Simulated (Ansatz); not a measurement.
Write a Python script for the Ansatz DFT code, driven from Python that makes a rigid torsion scan of CH8AsNSi, SMILES CN([SiH3])[AsH2]. Use (for the species named): r2SCAN, def2-SVP basis, multiplicity 1.

```xyz
12

C    -0.7641    1.1674   -0.5354
N    -0.7174   -0.0032    0.2635
Si    0.8877   -0.0883    1.0081
As   -0.8987   -1.5061   -0.8820
H    -1.8195    1.2639   -1.0254
H    -0.6866    2.1294    0.0898
H    -0.0222    1.2241   -1.3530
H     1.0713   -1.3009    1.8160
H     1.1177    1.0872    1.9470
H     1.9642   -0.0780    0.0067
H     0.4307   -1.4126   -1.5217
H    -0.4860   -2.5380    0.2205
```

The script, `run_torsion.py`:
```python
"""Rigid torsion scan of CH8AsNSi."""

import warnings

import ansatz as az
from ase import Atoms


def main() -> None:
    warnings.simplefilter("ignore", az.DeckWarning)

    atoms = Atoms(["C", "N", "Si", "As", "H", "H", "H", "H", "H", "H", "H", "H"], positions=[
        (-0.7641, 1.1674, -0.5354),
        (-0.7174, -0.0032, 0.2635),
        (0.8877, -0.0883, 1.0081),
        (-0.8987, -1.5061, -0.882),
        (-1.8195, 1.2639, -1.0254),
        (-0.6866, 2.1294, 0.0898),
        (-0.0222, 1.2241, -1.353),
        (1.0713, -1.3009, 1.816),
        (1.1177, 1.0872, 1.947),
        (1.9642, -0.078, 0.0067),
        (0.4307, -1.4126, -1.5217),
        (-0.486, -2.538, 0.2205),
    ])

    # start the scan from a relaxed geometry
    first = (
        az.Crystal.molecule_from_ase(atoms).calculation()
        .basis(gaussian="def2-SVP")
        .functional("r2scan")
        .relax(force_tolerance=0.02, max_steps=80)
    )
    atoms.positions = first.run().report["positions_ang"]

    start = atoms.get_dihedral(2, 1, 0, 4)
    energies = {}
    for turn in range(0, 121, 15):
        turned = atoms.copy()
        turned.set_dihedral(2, 1, 0, 4, start + turn, indices=[0, 4, 5, 6])
        calc = (
            az.Crystal.molecule_from_ase(turned).calculation()
            .basis(gaussian="def2-SVP")
            .functional("r2scan")
        )
        energies[round((start + turn) % 360)] = calc.run().report["free_energy_ev"]
    floor = min(energies.values())
    print("dihedral Si2-N1-C0-H4 (deg)   E - E(min) (kJ/mol)")
    for angle, e in sorted(energies.items()):
        print(f"{angle:8d} {96.485332 * (e - floor):14.3f}  " + "#" * int(30 * (e - floor) / max(max(energies.values()) - floor, 1e-9)))


if __name__ == "__main__":
    main()
```

```console
$ python run_torsion.py
dihedral Si2-N1-C0-H4 (deg)   E - E(min) (kJ/mol)
     202          0.000
     217          0.988  ###
     232          3.499  #############
     247          6.201  ########################
     262          7.589  ##############################
     277          7.058  ###########################
     292          5.218  ####################
     307          3.268  ############
     322          2.297  #########
```

The scan is rigid and the energies are electronic, in a modest basis. With rigid groups the curve can differ much from the relaxed path, the start wasn't checked as a minimum of this torsion, and equivalent turns needn't return to the same energy. Finished in 3.2 min on 1 thread of Arm Neoverse V1, on a shared host, peak memory 0.27 GiB.
